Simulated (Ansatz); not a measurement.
Predict the output of the script below (Ansatz 0.2.0, Python API).

The script, `run_lattice.py`:
```python
'''Relaxed cell of Na2Cl under several functionals.'''

import warnings

import ansatz as az
import numpy as np

params = {
    'filling': 'gaussian',
    'cutoff_ev': 420,
    'fmax': 0.02,
}

def edges_and_angles(cell):
    cell = np.asarray(cell)
    a, b, c = np.linalg.norm(cell, axis=1)
    cosines = cell[1] @ cell[2] / (b * c), cell[0] @ cell[2] / (a * c), cell[0] @ cell[1] / (a * b)
    return (a, b, c, *np.degrees(np.arccos(cosines)))

warnings.simplefilter('ignore', az.DeckWarning)

vectors = np.array([
    [1.967387, 1.135872, 6.729078],
    [-1.967387, 1.135872, 6.729078],
    [0.0, -2.271743, 6.729078],
])
na2cl = (
    az.Lattice.of(vectors)
    .atom('Na', [0.751074, 0.751074, 0.751074])
    .atom('Na', [0.248926, 0.248926, 0.248926])
    .atom('Cl', [0.0, 0.0, 0.0])
)

calc = (
    na2cl.calculation()
    .occupations(params['filling'])
    .kpoints(9)
    .basis(params['cutoff_ev'])
    .relax(cell=True, force_tolerance=params['fmax'])
)

levels = [('pbesol', 'none'), ('lda', 'none'), ('blyp', 'd3bj')]
print('level            a       b       c    alpha   beta  gamma  V/atom  steps')
for name, dispersion in levels:
    seen = []
    run = calc.functional(name, dispersion=dispersion).session().plan()
    res = run.execute(on_event=lambda e: seen.append(e) if e['event'] == 'relax_step' else None)
    cell = res.lattice.cell_ang
    label = name if dispersion == 'none' else f'{name}+{dispersion}'
    print('{:13s} {:7.4f} {:7.4f} {:7.4f} {:6.2f} {:6.2f} {:6.2f}'.format(label, *edges_and_angles(cell)), f'{abs(np.linalg.det(cell)) / len(res.lattice.sites):7.3f} {len(seen):5d}')
```

```console
$ python run_lattice.py
level            a       b       c    alpha   beta  gamma  V/atom  steps
pbesol         7.0055  7.0055  7.0055  32.05  32.05  32.05  28.679     5
lda            6.8462  6.8462  6.8462  31.85  31.85  31.85  26.458     7
blyp+d3bj      6.7694  6.7694  6.7694  32.11  32.11  32.11  25.969     6
```

From smallest to largest: BLYP+D3BJ (25.97 Å³ an atom, -13.7 % against the start), LDA (26.46 Å³ an atom, -12.0 % against the start) and PBEsol (28.68 Å³ an atom, -4.6 % against the start). The spread is 10.4 % in volume.

Caveats:
- The cell holds an odd number of electrons and is run without spin, so a magnetic state may lie lower.
- BLYP and dispersion corrections can be off by several per cent in the lattices of metals, and by several GPa in the pressure at a fixed cell.
- The mesh is modest for a metal, so energies can be off by several to tens of meV an atom and pressures by half a GPa or more; differences at equal mesh fare better.
- Edges and angles are those of the cell as typed, here a primitive one, not of the conventional cell.
- The structure comes from a database of computed cells and needn't be a stable or known phase.
- It ran for 79 s on 1 thread of Arm Neoverse V2 (shared host), peak memory 0.51 GiB.
